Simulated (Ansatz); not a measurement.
# MgO (SMILES [O]=[Mg]) at r2SCAN/STO-3G

Aim: the electronic atomisation energy of MgO at r2SCAN/STO-3G, from 3 runs. 

The calculation is run with Ansatz 0.2.0.

35 further runs of the same task are left out: 5 that didn't finish, 30 set aside as unsound or not needed.

**1. The structure to begin with**

MgO has 2 atoms, charge 0, and is taken as a singlet. As SMILES, `[O]=[Mg]`. Geometry: relaxed at PBE0-D4/def2-TZVP.

Bond lengths: O1–Mg2 1.733 Å.

**2. The energy at r2SCAN/STO-3G**

molecule.yaml

```yaml
crystal:
  periodic: [false, false, false]
  atoms:
    - {symbol: O, position_ang: [-0.000000, -0.000000, -0.045320]}
    - {symbol: Mg, position_ang: [0.000000, 0.000000, 1.687290]}
basis:
  gaussian: {orbitals: STO-3G}
hamiltonian: {xc: {name: r2SCAN}}
accuracy: high
```

The run is started by

```
ansatz run molecule.yaml --threads 1 --pin off --max-ram 3480MiB --events-out events.jsonl --progress --plain --runs-dir runs
```

The log of the run:

```text
Warning: RAYON_NUM_THREADS=1 ignored (pool sized by the plan → 1); use --threads N
Functional definition: r2SCAN
  name "r2SCAN"
  parameter k0 = 0.174
  parameter k1 = 0.065
  parameter a1 = 4.9479
  exchange = r2scan_x(k0 = k0, k1 = k1, a1 = a1)
  correlation = r2scan_c
224 factors; integrals over basis functions are off by at most 1.3e-8 eV
mean field evaluation 1: about -7375.0429 eV, gradient 4.5e1 eV
mean field evaluation 2: about -7150.8991 eV, gradient 1.8e2 eV
mean field evaluation 4: about -7363.2437 eV, gradient 7.3e1 eV
mean field evaluation 8: about -7388.5645 eV, gradient 6.4e-1 eV
mean field evaluation 16: about -7388.5473 eV, gradient 6.4e-6 eV
mean field evaluation 32: about -7385.6441 eV, gradient 1.3e1 eV
mean field -7388.54726286 eV, -271.5241037729 hartree, gradient 5.5e-8 eV, S^2 0.000000; 3 other end points of the search recorded, 0 dependent functions left out
reference -7388.54726313 eV, -271.5241037827 hartree; 10, 10 occupied and 4, 4 virtual orbitals, 224 factors
Total energy: -7388.54726313 eV, -271.5241037827 hartree
```

Wall time 2.1 s (1 thread of Intel Xeon Platinum 8488C (Sapphire Rapids), shared host); peak memory 0.13 GiB.

**3. The Mg atom**

job.yaml

```yaml
crystal:
  periodic: [false, false, false]
  atoms:
    - symbol: Mg
      position_ang: [0.000000, 0.000000, 0.000000]
basis:
  gaussian:
    orbitals: STO-3G
magnetization:
  spin_polarized: false
hamiltonian:
  xc: r2scan
accuracy: high
```

Run the same way, it converges to -197.41349 Eh (log not shown).

**4. The O atom**

run.yaml

```yaml
crystal:
  periodic: [false, false, false]
  atoms:
    - {symbol: O, position_ang: [0.000000, 0.000000, 0.000000]}
basis:
  gaussian:
    orbitals: STO-3G
magnetization:
  spin_polarized: true
  initial_magnetization: 2
hamiltonian:
  xc: r2scan
accuracy: high
```

Run the same way, it converges to -74.01525 Eh (log not shown).

**5. What came out**

At r2SCAN/STO-3G:

| quantity | value |
| --- | --- |
| molecule: total energy | -271.52410 Eh |
| Mg atom: total energy | -197.41349 Eh |
| O atom: total energy | -74.01525 Eh |
| O atom: ⟨S²⟩ | 2.000 |
| electronic atomisation energy | 2.595 eV |

Taking the molecule apart into free atoms costs 2.59 eV (250 kJ/mol), before zero-point energy and without spin-orbit coupling. In a minimal basis such a difference can be off by several eV, whatever the method.
